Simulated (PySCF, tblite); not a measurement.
**C₆H₁₁OS−: geometry, infrared bands and NMR shifts**

Wanted: the infrared bands and NMR shifts of C₆H₁₁OS− (`C=C(OC)[C@H]([S-])CC`), by calculation.

The runs use tblite 0.8.0 and PySCF 2.14.0, with density-fitted response routines of our own; the level of theory stands in each step. All values are computed, except where a source is named. Atoms are numbered from 0 throughout.

### Step 1. The starting structure

19 atoms, charge -1, multiplicity 1; geometry from: force field or distance geometry start.

Bonds of the start (Å): C0–C1 1.35, C1–O2 1.40, O2–C3 1.43, C1–C4 1.51, C4–S5 1.86, C4–C6 1.54, C6–C7 1.53, C0–H8 1.08, C0–H9 1.09, C3–H10 1.10, C3–H11 1.09, C3–H12 1.08, C4–H13 1.10, C6–H14 1.10, C6–H15 1.09, C7–H16 1.10, C7–H17 1.09, C7–H18 1.10.

### Step 2. Optimising the geometry with GFN2-xTB

The job: settings as JSON, then the geometry in Å.

```
{"job": {"kind": "relax", "xc": "GFN2-xTB", "basis": "xTB"}, "charge": -1, "multiplicity": 1}
C      1.449800    -0.113500     1.275800
C      0.764000    -0.380300     0.138800
O      0.812600    -1.699600    -0.319800
C      1.383600    -1.743700    -1.633800
C     -0.165900     0.585300    -0.564200
S      0.875000     1.779000    -1.535400
C     -1.099700     1.405500     0.347400
C     -2.067600     0.524600     1.131600
H      2.050500    -0.870700     1.759300
H      1.423400     0.885800     1.703100
H      1.563600    -2.806400    -1.861600
H      2.345000    -1.235700    -1.657200
H      0.694800    -1.359500    -2.374100
H     -0.812500     0.004300    -1.238900
H     -0.540300     2.025700     1.067200
H     -1.701200     2.102800    -0.237300
H     -2.757000     1.145700     1.716100
H     -1.553400    -0.150100     1.822200
H     -2.674600    -0.090000     0.453300
```

Command:

```
OMP_NUM_THREADS=1 python probes_run.py task.json out
```

One launch serves the whole session: the jobs run in the order shown.

**Question.** This job is followed by: GFN2-xTB harmonic vibrations, gas phase; GIAO PBE0/pcSseg-1 NMR shielding, non-relativistic, gas phase. Predict these results of the whole session: strongest single infrared mode (GFN2-xTB); zero-point energy (GFN2-xTB); ¹³C shifts against TMS (PBE0/pcSseg-1); ¹H shifts against TMS (PBE0/pcSseg-1, means over atoms taken as alike); ¹⁷O shifts against H2O (PBE0/pcSseg-1); ³³S shifts against CS2 (PBE0/pcSseg-1).

**Answer**, as computed:

| quantity | value |
| --- | --- |
| strongest single infrared mode (GFN2-xTB) | 1668 cm⁻¹, 143 km/mol |
| zero-point energy (GFN2-xTB) | 97.7 kcal/mol |
| ¹³C shifts against TMS (PBE0/pcSseg-1) | 184.8, 73.0, 56.3, 44.6, 41.1, 15.9 ppm |
| ¹H shifts against TMS (PBE0/pcSseg-1, means over atoms taken as alike) | 5.08, 3.40, 3.20, 3.01, 1.98, 1.62, 0.76 ppm |
| ¹⁷O shifts against H2O (PBE0/pcSseg-1) | 104.6 ppm |
| ³³S shifts against CS2 (PBE0/pcSseg-1) | 58 ppm |

What this shows: Over 119 steps the energy fell by 0.268 eV; of the close pairs, O2–C3 changed most, 1.433 to 1.409 Å. No mode is imaginary among the 51: a minimum at this level. The strongest single mode, at 1668 cm⁻¹, moves mainly C1 and C0. GFN2-xTB is a fitted tight-binding method: band positions and strengths are rough. Its intensities can rank the bands wrongly. H10, H11, H12 (mean) (hydrogen on a methyl carbon bonded to O) lies farthest downfield among hydrogen, at 5.08 ppm; its carbon carries O, an electronegative neighbour. At PBE0/pcSseg-1: The widest tensor belongs to S5: span 629 ppm, with a paramagnetic part of -611 ppm.
